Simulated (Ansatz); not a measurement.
Working through vertical and adiabatic energies of changing the electron count of BeCl

Program: the Python package of Ansatz (0.2.0).

The cells in order, each with its output:

In [1]:
```python
from dataclasses import dataclass

import ansatz as az
import numpy as np
```

In [2]:
```python
@dataclass
class Options:
    basis_set: str = "cc-pVDZ"
    xc: str = "pbe0"
    charge: int = 1
```

In [3]:
```python
opts = Options()
```

In [4]:
```python
molecule = (
    az.Crystal.molecule()
    .atom("Be", (0.0, 0.0, 0.0))
    .atom("Cl", (0.0, 0.0, 1.93))
)
```

In [5]:
```python
setup = molecule.calculation().basis(gaussian=opts.basis_set).functional(opts.xc).spin("collinear", total=1)
symbols = [site.symbol for site in molecule.cartesian_sites]
start = np.array([site.position_ang for site in molecule.cartesian_sites], dtype=float)
report = setup.relax(force_tolerance=0.01).run(threads=1, backend="cpu").report
end = np.array(report["positions_ang"])
```

In [6]:
```python
minimum = az.Crystal.molecule()
for symbol, place in zip(symbols, end):
    minimum = minimum.atom(symbol, place.tolist())
ion = minimum.calculation().basis(gaussian=opts.basis_set).functional(opts.xc).charge(opts.charge)
vertical = ion.run(threads=1, backend="cpu").report
settled = ion.relax(force_tolerance=0.01, max_steps=80).run(threads=1, backend="cpu").report
print(f"vertical ionisation energy   {vertical['free_energy_ev'] - report['free_energy_ev']:.3f} eV")
print(f"adiabatic, no zero point     {settled['free_energy_ev'] - report['free_energy_ev']:.3f} eV")
print(f"relaxation energy of the ion {vertical['free_energy_ev'] - settled['free_energy_ev']:.3f} eV")
ionised = np.array(settled["positions_ang"])
print("final positions (A) and the move of each atom")
for symbol, xyz, old in zip(symbols, ionised, end):
    print(f"{symbol:2s} {xyz[0]:10.5f} {xyz[1]:10.5f} {xyz[2]:10.5f}   {np.linalg.norm(xyz - old):7.4f}")
```
```text
vertical ionisation energy   8.896 eV
adiabatic, no zero point     8.811 eV
relaxation energy of the ion 0.085 eV
final positions (A) and the move of each atom
Be   -0.00000   -0.00000    0.09949    0.0424
Cl    0.00000    0.00000    1.83051    0.0424
```

Caveats:
- The energies are electronic: no zero-point or thermal terms, and the basis set is short of its limit. The product may relax into another structure. Each relaxation finds its nearest minimum, which needn't be the lowest.
- The run takes the species as open-shell (spin multiplicity 2), which needn't be its ground state.
- Only the spin states typed were run; another state of an ion can lie lower, by up to an eV or two.
- The spin state was assumed, and another may lie lower.
- Hardware and time: 6.7 s on 1 thread of Arm Neoverse V2, with other jobs on the host, peak memory 0.16 GiB.
